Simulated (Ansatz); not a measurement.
**CH4F2OSi: molecular dynamics**

Aim: follow the molecule's vibrations and see whether its bonds hold. The start is relaxed first. Runs: 300 steps of 1 fs under a Langevin thermostat at 400 K. SMILES of the start: CO[SiH](F)F.

Method: RKS B3LYP/6-31G*, in Ansatz 0.2.0.

## 1. The starting structure

Bond lengths: Si1–H2 1.460 Å, Si1–O3 1.680 Å, O3–C4 1.420 Å, C4–H5 1.110 Å, C4–H6 1.110 Å, C4–H7 1.110 Å, Si1–F8 1.589 Å, Si1–F9 1.589 Å. Angles: H2–Si1–O3 109.4°, H2–Si1–F8 109.5°, H2–Si1–F9 109.5°, O3–Si1–F8 109.5°, O3–Si1–F9 109.5°, F8–Si1–F9 109.5°, Si1–O3–C4 125.0°, O3–C4–H5 109.5°, O3–C4–H6 109.5°, O3–C4–H7 109.5°, H5–C4–H6 109.4°, H5–C4–H7 109.4°, H6–C4–H7 109.4°.

Structure file:

```xyz
9

Si    0.0000    0.0000    0.0000
H     0.0000    0.0000    1.4600
O     1.5842    0.0000   -0.5594
C     2.3503   -1.1632   -0.8360
H     1.7187   -1.9052   -1.3675
H     3.2179   -0.8926   -1.4733
H     2.7141   -1.6023    0.1163
F    -0.7489    1.2974   -0.5295
F    -0.7489   -1.2974   -0.5295
```

## 2. Relaxing the start

The input, input.yaml:

```yaml
crystal:
  periodic: [false, false, false]
  atoms:
    - { symbol: Si, position_ang: [0.0, 0.0, 0.0] }
    - { symbol: H, position_ang: [0.0, 0.0, 1.46] }
    - { symbol: O, position_ang: [1.5842, 0.0, -0.5594] }
    - { symbol: C, position_ang: [2.3503, -1.1632, -0.836] }
    - { symbol: H, position_ang: [1.7187, -1.9052, -1.3675] }
    - { symbol: H, position_ang: [3.2179, -0.8926, -1.4733] }
    - { symbol: H, position_ang: [2.7141, -1.6023, 0.1163] }
    - { symbol: F, position_ang: [-0.7489, 1.2974, -0.5295] }
    - { symbol: F, position_ang: [-0.7489, -1.2974, -0.5295] }
basis:
  gaussian: { orbitals: "6-31G*" }
hamiltonian:
  xc: b3lyp
relax:
  f_tol: 0.02
  max_steps: 40
```

Started as:

```console
$ ansatz run input.yaml --threads 1 --pin off --max-ram 2048MiB --backend cpu --events-out ev --progress --plain --runs-dir out
```

After this run come: Dynamics.

Q: Predict the outcome of this session. Wanted: relaxation of the start; temperature, first and last step; temperature, second half; potential energy, second half; bonds formed or broken.

As calculated:

```
                        quantity                         value
         relaxation of the start      23 moves, 0.149 eV lower
                          length             300 steps of 1 fs
temperature, first and last step                 356 and 263 K
        temperature, second half  mean 229 K, from 78 to 422 K
   potential energy, second half   +24 meV/atom from the start
          bonds formed or broken                             0
```

**Reading.** Against a set 400 K the second half averages 229 K with a spread of 57 K; 24 meV/atom has gone into potential energy, and a thermostat that acts over some 200 fs has not made it up in 300 fs. The bonding pattern survives the run. 300 fs on 9 atoms is far too short and small for converged averages. The nuclei move classically, without zero-point motion, which matters most for hydrogen.
